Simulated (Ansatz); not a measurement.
From input file to script: Cs2ScAgCl6, space group Fm-3m in Ansatz 0.2.0.

```yaml
crystal:
  lattice:
    - [0.0, 5.300767, 5.300767]
    - [5.300767, 0.0, 5.300767]
    - [5.300767, 5.300767, 0.0]
  atoms:
    - { symbol: Cs, position: [0.75, 0.75, 0.75] }
    - { symbol: Cs, position: [0.25, 0.25, 0.25] }
    - { symbol: Sc, position: [0.0, 0.0, 0.0] }
    - { symbol: Ag, position: [0.5, 0.5, 0.5] }
    - { symbol: Cl, position: [0.763047, 0.236953, 0.236953] }
    - { symbol: Cl, position: [0.236953, 0.236953, 0.763047] }
    - { symbol: Cl, position: [0.236953, 0.763047, 0.763047] }
    - { symbol: Cl, position: [0.236953, 0.763047, 0.236953] }
    - { symbol: Cl, position: [0.763047, 0.236953, 0.763047] }
    - { symbol: Cl, position: [0.763047, 0.763047, 0.236953] }
kpoints:
  mp_grid: { grid: [3, 3, 3] }
hamiltonian:
  xc: pbesol
scf:
  occupations: { method: fixed }
basis:
  ecutwfc: "31 Ry"
output:
  forces: true
  stress: true
  eigenvalues: true
```

Launched from the shell:
```console
$ ansatz run input.yaml --threads 1 --pin off --max-ram 3072MiB --backend cpu --events-out ev --progress --plain --runs-dir out
Engine: ansatz 0.2.0, x86_64-unknown-linux-gnu
Pseudopotentials: kind: paw
Pseudopotential: Cs, paw, valence charge 9, recommended cutoff 420 eV (normal), Cs.paw.azcp
Pseudopotential: Sc, paw, valence charge 11, recommended cutoff 420 eV (normal), Sc.paw.azcp
Pseudopotential: Ag, paw, valence charge 19, recommended cutoff 420 eV (normal), Ag.paw.azcp
Pseudopotential: Cl, paw, valence charge 7, recommended cutoff 420 eV (normal), Cl.paw.azcp
Functional definition: PBEsol
  exchange = pbesol_x
  correlation = pbesol_c
Crystal: 10 atoms, lattice volume = 297.883 Å³
Basis set: ecut = 421.77648681281397 eV, 5961 PW (Γ), exchange–correlation on 108×108×108 points (8 copies of the dense FFT grid, shifted against one another)
Bands: 55, of which v1, the nominal top of the filled ones, is band 45 counted from 1 (44 counted from 0)
Symmetry: 48 space group operations
Space group: Fm-3m (ITA 225), of the structure as read, at distance tolerance 6.7e-5 Å
k-points: 4 of 27
Non-local potential: Cs, projectors of the file, l = 0: 3, l = 1: 2, l = 2: 2, l = 3: 2
Non-local potential: Sc, projectors of the file, l = 0: 3, l = 1: 2, l = 2: 3, l = 3: 1
Non-local potential: Ag, projectors of the file, l = 0: 3, l = 1: 2, l = 2: 2, l = 3: 1
Non-local potential: Cl, projectors of the file, l = 0: 2, l = 1: 2, l = 2: 2
PAW form: soft (Blöchl's): semilocal exchange-correlation on the pseudo side does not see the compensation charge
PAW frozen core: Cs, regenerated for the run's functional, and the local potential with it (the file was generated under x = pbe(κ = 0.804, μ = 0.2195149727645171), c = pbe(β = 0.06672455060314922))
PAW frozen core: Sc, regenerated for the run's functional, and the local potential with it (the file was generated under x = pbe(κ = 0.804, μ = 0.2195149727645171), c = pbe(β = 0.06672455060314922))
PAW frozen core: Ag, regenerated for the run's functional, and the local potential with it (the file was generated under x = pbe(κ = 0.804, μ = 0.2195149727645171), c = pbe(β = 0.06672455060314922))
PAW frozen core: Cl, regenerated for the run's functional, and the local potential with it (the file was generated under x = pbe(κ = 0.804, μ = 0.2195149727645171), c = pbe(β = 0.06672455060314922))
PAW one-centre angular grid: Cs, 194 points (default); XC on 64 Gauss nodes
PAW one-centre angular grid: Sc, 590 points (default); XC on 64 Gauss nodes
PAW one-centre angular grid: Ag, 590 points (default); XC on 64 Gauss nodes
PAW one-centre angular grid: Cl, 110 points (default); XC on 64 Gauss nodes
Initial density: superposition of atomic densities (neutral atoms: chi_scale 0, normalization atom), corrected by the library's trained network
Initial wavefunctions: pseudopotential atomic-orbital guess
Functional: x = pbesol(κ = 0.804, μ = 0.12345679012345678), c = pbesol(β = 0.046)
SCF iter   1: F=—  HF=-27187.944832 eV  |F-HF|=—  |Δ(HF+E_count)|=         —  Δρ=4.40e-3  dr2=7.68e-2  ethr=1.77e-3  ⟨swp⟩=5.0  Hψ=711  notcnv=0  defer=27
preconditioner: auto → Resta (q_TF=auto, 2.235 Å⁻¹)  ε∞=4.5  [insulator: Δε(μ)=3.321 eV  Ē_g=9.580 eV  n_scr=58 (ndim 8)  ℏωp=18.0 eV  f_vac=0.040  ε∞_Penn≈4.5]
SCF iter   2: F=—  HF=-27187.925842 eV  |F-HF|=—  |Δ(HF+E_count)|=   1.90e-2  Δρ=1.61e-3  dr2=1.02e-2  ethr=8.54e-5  ⟨swp⟩=2.0  Hψ=394  notcnv=0  defer=30
SCF iter   3: F=—  HF=-27187.923827 eV  |F-HF|=—  |Δ(HF+E_count)|=   2.02e-3  Δρ=6.40e-4  dr2=1.34e-3  ethr=1.13e-5  ⟨swp⟩=3.0  Hψ=379  notcnv=0  defer=16
automatic band count: iteration 3 solves 52 bands in place of 55: the levels show a gap, and the empty bands left out lie too high to hold charge; the band table lists the bands solved (type scf.n_extra_bands for more)
SCF iter   4: F=—  HF=-27187.923867 eV  |F-HF|=—  |Δ(HF+E_count)|=   4.07e-5  Δρ=2.10e-4  dr2=1.35e-4  ethr=1.49e-6  ⟨swp⟩=2.0  Hψ=281  notcnv=0  defer=15
SCF iter   5: F=—  HF=-27187.923964 eV  |F-HF|=—  |Δ(HF+E_count)|=   9.72e-5  Δρ=3.54e-5  dr2=3.72e-6  ethr=1.49e-7  ⟨swp⟩=2.2  Hψ=320  notcnv=0  defer=10
SCF iter   6: F=—  HF=-27187.923842 eV  |F-HF|=—  |Δ(HF+E_count)|=   1.22e-4  Δρ=1.83e-5  dr2=9.77e-7  ethr=4.14e-9  ⟨swp⟩=2.0  Hψ=379  notcnv=0  defer=9
SCF iter   7: F=-27187.923842 eV  HF=-27187.923842 eV  |F-HF|=2.49e-9  |Δ(HF+E_count)|=   1.55e-7  Δρ=4.47e-6  dr2=8.55e-8  ethr=1.11e-10  ⟨swp⟩=13.8  Hψ=1208  notcnv=0
SCF 1 converged in 7 iterations: F = -27187.923842 eV  dr2 = 8.55e-8
  greatest PAW one-centre occupation: 1.001 electrons in one spin orbital (limit 2), on the Ag atom at site 3 (counted from 0), in its partial waves of l = 0
SCF converged after 7 iterations
Free energy (F): -27187.923842 eV
Harris-Foulkes:  -27187.923842 eV  (|F-HF|=2.49e-9)
Internal energy: -27187.923842 eV  (E = F + TS)
E sigma→0 (E₀):  -27187.923842 eV
Fermi energy:    3.190226 eV
--- Per-component energies (eV) ---
  E_band       = -849.962553
  E_kinetic    = 2035.810716
  E_local      = -7308.973528  (includes V_loc(G=0)·N_el)
  E_nonlocal   = 402.617926
  E_hartree    = 2959.536100
  E_xc         = -1266.316323
  E_vxc        = -1340.764049  (∫ρ·V_xc dr)
  E_paw        = -18586.600696  (= ΣΔE_a)
  E_vpaw       = -557.738967  (= ΣTr[D̂ρ^β])
  E_aug_tail   = 0.000866  (compensation charges beyond the density's cutoff)
  E_ewald      = -5425.209581
  E_core_change = 1.210677  (= ΣΔE_core)
  E_smearing   = -0.000000  (= −TS)
  E_closure    = 0.000000  (closes the sum)
  Σ components = -27187.923842   (vs F -27187.923842, Δ=0.00e0)
--- Forces (eV/Å), atoms counted from 1 ---
  atom   1  Cs    -0.00000000    -0.00000000     0.00000000
  atom   2  Cs    -0.00000000    -0.00000000     0.00000000
  atom   3  Sc     0.00000000    -0.00000000     0.00000000
  atom   4  Ag     0.00000000     0.00000000    -0.00000000
  atom   5  Cl    -0.01200372    -0.00000000     0.00000000
  atom   6  Cl     0.00000000    -0.00000000    -0.01200372
  atom   7  Cl     0.01200372     0.00000000     0.00000000
  atom   8  Cl     0.00000000    -0.01200372    -0.00000000
  atom   9  Cl    -0.00000000     0.01200372     0.00000000
  atom  10  Cl     0.00000000    -0.00000000     0.01200372
  max |Σ_I F_I| component: 1.62e-17 eV/Å
--- Stress (GPa, compression-positive) ---
       -2.038975      -0.000000       0.000000
       -0.000000      -2.038975       0.000000
       -0.000000       0.000000      -2.038975
  P = ⅓ Tr σ = -2.0390 GPa (-20.390 kbar)
--- Band table (eV) ---
  k-point 0: bands = ["-85.6168", "-49.1756", "-49.1756", "-49.1756", "-45.3459", "-24.0425", "-24.0425", "-24.0425", "-16.1528", "-16.1373", "-10.4292", "-9.9894", "-9.9894", "-9.9894", "-9.9444", "-9.9444", "-3.1310", "-3.1310", "-3.1310", "-2.9970", "-2.9970", "-2.9970", "-0.7516", "0.2791", "0.2791", "0.7148", "0.7148", "0.7148", "0.9117", "0.9117", "0.9117", "2.0584", "2.0584", "2.0584", "2.0761", "2.0761", "2.0761", "2.4085", "2.4085", "2.4085", "2.6781", "2.6781", "2.6781", "2.8154", "2.8154", "6.6207", "6.6207", "6.6207", "6.8934", "8.4383", "8.4383", "8.8436"]
  k-point 1: bands = ["-85.6168", "-49.1756", "-49.1756", "-49.1756", "-45.3459", "-24.0425", "-24.0425", "-24.0425", "-16.1482", "-16.1405", "-10.3691", "-10.0791", "-9.9819", "-9.9819", "-9.9553", "-9.9553", "-3.0687", "-3.0687", "-2.9999", "-2.9999", "-2.9927", "-2.9307", "-0.3774", "0.3240", "0.3463", "0.3463", "0.7288", "0.7288", "0.8707", "1.0432", "1.0432", "1.4847", "1.5049", "1.5049", "2.0689", "2.0689", "2.1895", "2.2660", "2.3480", "2.3480", "2.4688", "2.4688", "2.5421", "3.1902", "3.1902", "6.6168", "6.6727", "6.6727", "7.6406", "8.0189", "8.0189", "9.3372"]
  k-point 2: bands = ["-85.6168", "-49.1756", "-49.1756", "-49.1756", "-45.3459", "-24.0425", "-24.0425", "-24.0425", "-16.1479", "-16.1403", "-10.3630", "-10.0537", "-9.9984", "-9.9984", "-9.9784", "-9.9409", "-3.0489", "-3.0489", "-2.9688", "-2.9633", "-2.9633", "-2.9565", "-0.4512", "0.1551", "0.2754", "0.6444", "0.7565", "0.7565", "0.7868", "1.1389", "1.1389", "1.5053", "1.5053", "1.6143", "1.9412", "2.0215", "2.1429", "2.1429", "2.2242", "2.2242", "2.6263", "2.6263", "2.6665", "2.8153", "2.9040", "6.6095", "6.7569", "6.7583", "6.7583", "8.4385", "8.9329", "9.6061"]
  k-point 3: bands = ["-85.6168", "-49.1756", "-49.1756", "-49.1756", "-45.3459", "-24.0425", "-24.0425", "-24.0425", "-16.1439", "-16.1439", "-10.3284", "-10.1155", "-9.9958", "-9.9889", "-9.9652", "-9.9510", "-3.0130", "-2.9973", "-2.9870", "-2.9690", "-2.9412", "-2.9311", "-0.2160", "-0.0193", "0.3399", "0.5899", "0.7713", "0.7997", "0.8604", "0.9481", "1.1740", "1.3897", "1.5072", "1.5570", "1.8316", "1.8990", "2.0283", "2.0976", "2.1687", "2.2982", "2.5027", "2.6062", "2.6200", "2.8358", "3.1636", "6.6411", "6.7358", "6.7686", "6.9331", "8.0363", "9.2761", "10.1114"]
```

Script `deck.py`:
```python
'''Cs2ScAgCl6 from an input typed as a mapping.'''

import ansatz as az
import numpy as np

config = {
    'crystal': {
        'lattice': [
            [0.0, 5.300767, 5.300767],
            [5.300767, 0.0, 5.300767],
            [5.300767, 5.300767, 0.0],
        ],
        'atoms': [
            {'symbol': 'Cs', 'position': [0.75, 0.75, 0.75]},
            {'symbol': 'Cs', 'position': [0.25, 0.25, 0.25]},
            {'symbol': 'Sc', 'position': [0.0, 0.0, 0.0]},
            {'symbol': 'Ag', 'position': [0.5, 0.5, 0.5]},
            {'symbol': 'Cl', 'position': [0.763047, 0.236953, 0.236953]},
            {'symbol': 'Cl', 'position': [0.236953, 0.236953, 0.763047]},
            {'symbol': 'Cl', 'position': [0.236953, 0.763047, 0.763047]},
            {'symbol': 'Cl', 'position': [0.236953, 0.763047, 0.236953]},
            {'symbol': 'Cl', 'position': [0.763047, 0.236953, 0.763047]},
            {'symbol': 'Cl', 'position': [0.763047, 0.763047, 0.236953]},
        ],
    },
    'kpoints': {'mp_grid': {'grid': [3, 3, 3]}},
    'hamiltonian': {'xc': 'pbesol'},
    'scf': {'occupations': {'method': 'fixed'}},
    'basis': {'ecutwfc': '31 Ry'},
    'output': {'forces': True, 'stress': True, 'eigenvalues': True},
}

result = az.Session.from_dict(config).plan(threads=1).execute()
data = result.report

n_atoms = len(data['lattice']['sites'])
print('F =', round(data['free_energy_ev'], 4), 'eV for', n_atoms, 'atoms')
print('E(sigma -> 0) =', round(data['energy_sigma0_ev'], 4), 'eV, TS =', round(data['entropy_ts_ev'], 5), 'eV')
print('closed by', data['closed_by'], 'after', data['n_iterations'], 'iterations')

# forces, one row an atom
forces = np.array(data['forces_ev_ang'])
norms = np.linalg.norm(forces, axis=1)
print('largest force {:.4f} eV/A on atom {}'.format(norms.max(), norms.argmax()))
print(np.array2string(forces, precision=4, suppress_small=True))

print('band  energy (eV)  occupation, at k =', data['kpoints_frac'][0])
for band, (e, occ) in enumerate(zip(data['eigenvalues_ev'][0], data['occupations'][0]), start=1):
    print(f'{band:4d} {e:12.4f} {occ:9.4f}')

# the stress is positive in compression
print('pressure by term (GPa)')
for term, tensor in data['stress_terms_gpa'].items():
    if np.any(tensor):
        print(f'  {term:28s} {np.trace(np.array(tensor)) / 3:12.3f}')
print(f'  {"total":28s} {np.trace(np.array(data["stress_gpa"])) / 3:12.3f}')

terms = data['components']
print({name: round(terms[name], 3) for name in ('e_kinetic', 'e_hartree', 'e_xc', 'e_local', 'e_nonlocal')})
```

`python deck.py` gives:
```text
F = -27187.9238 eV for 10 atoms
E(sigma -> 0) = -27187.9238 eV, TS = 0.0 eV
closed by deck_thresholds after 7 iterations
largest force 0.0120 eV/A on atom 5
[[-0.    -0.     0.   ]
 [-0.    -0.     0.   ]
 [ 0.    -0.     0.   ]
 [ 0.     0.    -0.   ]
 [-0.012 -0.     0.   ]
 [ 0.    -0.    -0.012]
 [ 0.012  0.     0.   ]
 [ 0.    -0.012 -0.   ]
 [-0.     0.012  0.   ]
 [ 0.    -0.     0.012]]
band  energy (eV)  occupation, at k = [0.0, 0.0, 0.0]
   1     -85.6168    2.0000
   2     -49.1756    2.0000
   3     -49.1756    2.0000
   4     -49.1756    2.0000
   5     -45.3459    2.0000
   6     -24.0425    2.0000
   7     -24.0425    2.0000
   8     -24.0425    2.0000
   9     -16.1528    2.0000
  10     -16.1373    2.0000
  11     -10.4292    2.0000
  12      -9.9894    2.0000
  13      -9.9894    2.0000
  14      -9.9894    2.0000
  15      -9.9444    2.0000
  16      -9.9444    2.0000
  17      -3.1310    2.0000
  18      -3.1310    2.0000
  19      -3.1310    2.0000
  20      -2.9970    2.0000
  21      -2.9970    2.0000
  22      -2.9970    2.0000
  23      -0.7516    2.0000
  24       0.2791    2.0000
  25       0.2791    2.0000
  26       0.7148    2.0000
  27       0.7148    2.0000
  28       0.7148    2.0000
  29       0.9117    2.0000
  30       0.9117    2.0000
  31       0.9117    2.0000
  32       2.0584    2.0000
  33       2.0584    2.0000
  34       2.0584    2.0000
  35       2.0761    2.0000
  36       2.0761    2.0000
  37       2.0761    2.0000
  38       2.4085    2.0000
  39       2.4085    2.0000
  40       2.4085    2.0000
  41       2.6781    2.0000
  42       2.6781    2.0000
  43       2.6781    2.0000
  44       2.8154    2.0000
  45       2.8154    2.0000
  46       6.6207    0.0000
  47       6.6207    0.0000
  48       6.6207    0.0000
  49       6.8934    0.0000
  50       8.4383    0.0000
  51       8.4383    0.0000
  52       8.8436    0.0000
pressure by term (GPa)
  kinetic                           729.979
  hartree                           530.599
  ewald                            -972.657
  local_pseudopotential            -133.468
  nonlocal_pseudopotential            1.833
  augmentation                       35.417
  nlcc                             -150.976
  xc                                -42.773
  augmentation_tail                  -0.000
  scf_correction                      0.001
  pulay_correction                    0.005
  total                              -2.039
{'e_kinetic': 2035.811, 'e_hartree': 2959.536, 'e_xc': -1266.316, 'e_local': -7308.974, 'e_nonlocal': 402.618}
```

Reading the output:
- Absolute energies stand on the zero of these potentials, so only differences at equal settings mean something. A total without «per atom» is that of the cell as typed.
- Spin is left out of this run.
- The energy terms are those on the plane-wave grid, with the one-centre PAW part apart; the terms shown are only some of the summands, so they needn't add up to F.
- The computed bands are complete only to about 5.7 eV above the Fermi level.
- Pressure is positive in compression.
- This cell is a computed structure, which may not be the phase found in nature.
- Gaps and levels are Kohn-Sham values on a finite set of k-points, without spin-orbit coupling.
- Finished in 5.5 s on 1 thread of Intel(R) Xeon(R) Platinum 8488C (Sapphire Rapids), with other jobs on the host, peak memory 0.68 GiB.

(Lines on the test bed's own set-up are left out of the output.)
